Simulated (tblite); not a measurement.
# Cl2Ge3H6: the cost of one run

Computed with tblite 0.8.0 and PySCF 2.14.0; each step states its level. No surroundings beyond the atoms listed, unless a continuum is named. Atoms count from 0, parts from 1.

## 1. The system as given

11 atoms, charge 0, multiplicity 1; geometry: distance geometry start.

## 2. Geometry optimisation with GFN2-xTB

Job settings and geometry (Å):

```
{"job": {"kind": "relax", "xc": "GFN2-xTB", "basis": "xTB"}, "charge": 0, "multiplicity": 1}
Ge     0.054054     0.059370     0.779733
Ge    -0.826576    -2.106336     1.382911
Ge     0.772396    -0.011641    -1.515323
Cl     1.784624     0.518736     2.105433
Cl    -1.522161     1.589763     1.011171
H     -1.854319    -1.951862     2.469556
H     -1.489451    -2.740374     0.168526
H      0.289728    -2.987983     1.863795
H      0.709848     1.391671    -2.097138
H      2.182943    -0.518380    -1.576795
H     -0.158647    -0.925688    -2.325952
```

Level: GFN2-xTB geometry optimisation, gas phase.

The run is started by

```sh
$ OMP_NUM_THREADS=1 python cluster_run.py task.json out
```

The driver reads the jobs from task.json and runs them one after another.

**Question.** How long does this first job take on 1 thread of Intel Xeon Platinum 8488C, shared host?

About 3.1 s.
